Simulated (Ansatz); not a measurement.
# SnHBrOF2 (SMILES [OH][Sn]([F])([F])[Br]): B2PLYP/def2-SVP (core potential)

What is the energy change on altering one bond length of SnHBrOF2 at B2PLYP/def2-SVP (core potential)? 

The calculation is run with Ansatz 0.2.0.

84 further runs of the same task are left out: 2 that didn't finish, 82 set aside as unsound or not needed. Runs told in other sessions of the task aren't counted.

## 1. The structure to begin with

SnHBrOF2: 6 atoms, total charge 0, spin state singlet. SMILES: `[OH][Sn]([F])([F])[Br]`. The shape is that of a PBE0-D4/def2-TZVP optimisation. This is one conformer, not always the lowest.

Bond lengths: O1–Sn2 1.925 Å, Sn2–F3 1.886 Å, Sn2–F4 1.895 Å, Sn2–Br5 2.424 Å, O1–H6 0.962 Å. Angles: O1–Sn2–F3 105.7°, O1–Sn2–F4 109.6°, O1–Sn2–Br5 115.8°, F3–Sn2–F4 105.9°, F3–Sn2–Br5 110.7°, F4–Sn2–Br5 108.6°, Sn2–O1–H6 113.6°.

## 2. A single-point energy at B2PLYP/def2-SVP (core potential)

File in.yaml:

```yaml
crystal:
  periodic: [false, false, false]
  atoms:
    - symbol: O
      position_ang: [-0.508100, 0.063600, 1.499700]
    - symbol: Sn
      position_ang: [-0.078900, -0.013200, -0.374900]
    - symbol: F
      position_ang: [-1.653500, 0.495100, -1.280000]
    - symbol: F
      position_ang: [0.253500, -1.809000, -0.879000]
    - symbol: Br
      position_ang: [1.795600, 1.350200, -1.085700]
    - symbol: H
      position_ang: [0.233500, -0.150700, 2.073700]
basis:
  gaussian:
    orbitals: def2-SVP
hamiltonian:
  xc: {name: B2PLYP}
correlation:
  frozen_orbitals: {Br: 9, F: 1, H: 0, O: 1, Sn: 4}
accuracy: high
output:
  orbitals: {seedname: orbitals}
```

Launch:

```bash
$ ansatz run in.yaml --threads 1 --pin off --max-ram 2610MiB --events-out events.jsonl --progress --plain --runs-dir runs
```

What it wrote:

```text
Warning: RAYON_NUM_THREADS=1 ignored (pool sized by the plan → 1); use --threads N
Functional definition: B2PLYP
  name "B2PLYP"
  parameter a = 0.53
  parameter c = 0.27
  exchange = (1 - a)*b88_x + a*exact_x
  correlation = (1 - c)*lyp_c + c*(mp2_os + mp2_ss)
2159 factors; integrals over basis functions are off by at most 1.1e-8 eV
mean field evaluation 1: about -83324.6292 eV, gradient 6.0e1 eV
mean field evaluation 2: about -83324.8060 eV, gradient 6.0e1 eV
mean field evaluation 4: about -83331.1389 eV, gradient 3.4e0 eV
mean field evaluation 8: about -83331.1895 eV, gradient 4.3e-1 eV
mean field evaluation 16: about -83331.1899 eV, gradient 2.3e-4 eV
mean field -83331.18989064 eV, -3062.3647445717 hartree, gradient 8.7e-8 eV, S^2 0.000000; 0 other end points of the search recorded, 0 dependent functions left out
16 core orbitals not correlated: weight in the atoms' cores, before any rotation towards them, 1.000 or more for the frozen orbitals, at most 0.000 for the correlated occupied ones
reference -83331.18991595 eV, -3062.3647455021 hartree; 26, 26 occupied and 63, 63 virtual orbitals, 2159 factors
second order -29.66315640 eV of doubles, -0.00000000 eV of singles
Total energy: -83339.19896818 eV, -3062.6590727427 hartree
```

Wall time 22 s (1 thread of Arm Neoverse V2, shared host); peak memory 0.43 GiB.

## 3. The distorted shape at the same level

File in.yaml:

```yaml
crystal:
  periodic: [false, false, false]
  atoms:
    - {symbol: O, position_ang: [-1.101356, 0.235033, 1.040519]}
    - {symbol: Sn, position_ang: [-0.672156, 0.158233, -0.834081]}
    - {symbol: F, position_ang: [-2.246756, 0.666533, -1.739181]}
    - {symbol: F, position_ang: [-0.339756, -1.637567, -1.338181]}
    - {symbol: Br, position_ang: [1.202344, 1.521633, -1.544881]}
    - {symbol: H, position_ang: [0.233500, -0.150700, 2.073700]}
basis:
  gaussian:
    orbitals: def2-SVP
hamiltonian:
  xc: {name: B2PLYP}
correlation:
  frozen_orbitals: {Br: 9, F: 1, H: 0, O: 1, Sn: 4}
accuracy: high
output:
  orbitals: {seedname: orbitals}
```

Launch:

```bash
$ ansatz run in.yaml --threads 1 --pin off --max-ram 2610MiB --events-out events.jsonl --progress --plain --runs-dir runs
```

What it wrote (excerpt; [...] marks lines left out):

```text
Warning: RAYON_NUM_THREADS=1 ignored (pool sized by the plan → 1); use --threads N
[... 2 set-up lines as earlier in the session ...]
[...]
2158 factors; integrals over basis functions are off by at most 1.1e-8 eV
[...]
mean field -83326.90685448 eV, -3062.2073458961 hartree, gradient 4.6e-8 eV, S^2 0.000000; 0 other end points of the search recorded, 0 dependent functions left out; unrestricted orbitals would lower it
16 core orbitals not correlated: weight in the atoms' cores, before any rotation towards them, 1.000 or more for the frozen orbitals, at most 0.000 for the correlated occupied ones
reference -83326.90688138 eV, -3062.2073468846 hartree; 26, 26 occupied and 63, 63 virtual orbitals, 2158 factors
second order -31.33126447 eV of doubles, -0.00000000 eV of singles
Total energy: -83335.36632279 eV, -3062.5182256223 hartree
```

Wall time 23 s (1 thread of Arm Neoverse V2, shared host); peak memory 0.44 GiB.

## 4. Results

Level: B2PLYP/def2-SVP (core potential), 16 core orbitals frozen.

| quantity | value |
| --- | --- |
| first shape: total energy | -3062.65907 Eh |
| first shape: HOMO energy (SCF part's orbitals) | -10.57 eV |
| first shape: LUMO energy (SCF part's orbitals) | -1.46 eV |
| first shape: HOMO–LUMO gap (SCF part's orbitals) | 9.11 eV |
| distorted shape: total energy | -3062.51823 Eh |
| distorted shape: HOMO energy (SCF part's orbitals) | -10.43 eV |
| distorted shape: LUMO energy (SCF part's orbitals) | -3.27 eV |
| distorted shape: HOMO–LUMO gap (SCF part's orbitals) | 7.16 eV |
| energy change with the O1–H6 bond stretched from 0.962 to 1.732 Å | 3.833 eV |

What this shows: With the O1–H6 bond stretched from 0.962 to 1.732 Å the energy rises by 3.83 eV (88 kcal/mol). The first shape isn't relaxed at this level, so the change isn't measured from a minimum. A restricted reference can't describe the breaking bond well at this length. The restricted solution (distorted shape) is unstable to spin breaking: an unrestricted one lies lower.
